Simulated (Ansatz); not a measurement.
BrFHSn, SMILES [F][SnH][Br], a ladder of methods at one geometry

Run with Ansatz's Python interface.

Input file `brfhsn.xyz`:
```text
4

F    -1.68630    0.10430    0.75520
Sn   -0.25100   -0.12100   -0.47840
Br    1.50150   -1.48960    0.64330
H     0.49130    1.44600   -0.94040
```

`run_methods.py`
```python
import ansatz as az

BASIS_SET = "def2-SVP"

brfhsn = az.Crystal.molecule_from_extxyz("brfhsn.xyz")

calc = (
    brfhsn.calculation()
    .basis(gaussian=BASIS_SET)
    .spin("collinear", total=1)
)

methods = ["mp2", "ccsd", "ccsd_t"]
reports = [calc.correlation(m).run(threads=1, pin="off").report for m in methods]
print(f"Hartree-Fock reference {reports[0]['reference_energy_ev'] / 27.211386246:.6f} Ha")
best = reports[-1]["free_energy_ev"] - reports[-1]["reference_energy_ev"]
for method, each in zip(methods, reports):
    gained = each["free_energy_ev"] - each["reference_energy_ev"]
    print(f"{method:8s} total {each['free_energy_ev'] / 27.211386246:.6f} Ha  correlation {gained:9.4f} eV  ({100 * gained / best:.1f} % of the last)")
```

```console
$ python run_methods.py
Hartree-Fock reference -2885.431475 Ha
mp2      total -2885.939537 Ha  correlation  -13.8251 eV  (95.4 % of the last)
ccsd     total -2885.953072 Ha  correlation  -14.1934 eV  (97.9 % of the last)
ccsd_t   total -2885.964153 Ha  correlation  -14.4949 eV  (100.0 % of the last)
```

Total energies depend on the basis set; only differences at equal settings carry meaning. The geometry is a force-field or estimated start, not a minimum of this method, and the basis set is short of its limit. A lower total doesn't mark the better method: functionals have no common bound, and MP2 and coupled cluster aren't variational. def2 sets replace the cores of elements past krypton by effective core potentials. The species is open-shell (spin multiplicity 2). Inner cores stay frozen; a filled d shell under the valence of the heavier atoms is correlated with it. Finished in 22 s on 1 thread of Intel(R) Xeon(R) 6975P-C (Granite Rapids), with other jobs on the host, peak memory 0.52 GiB.
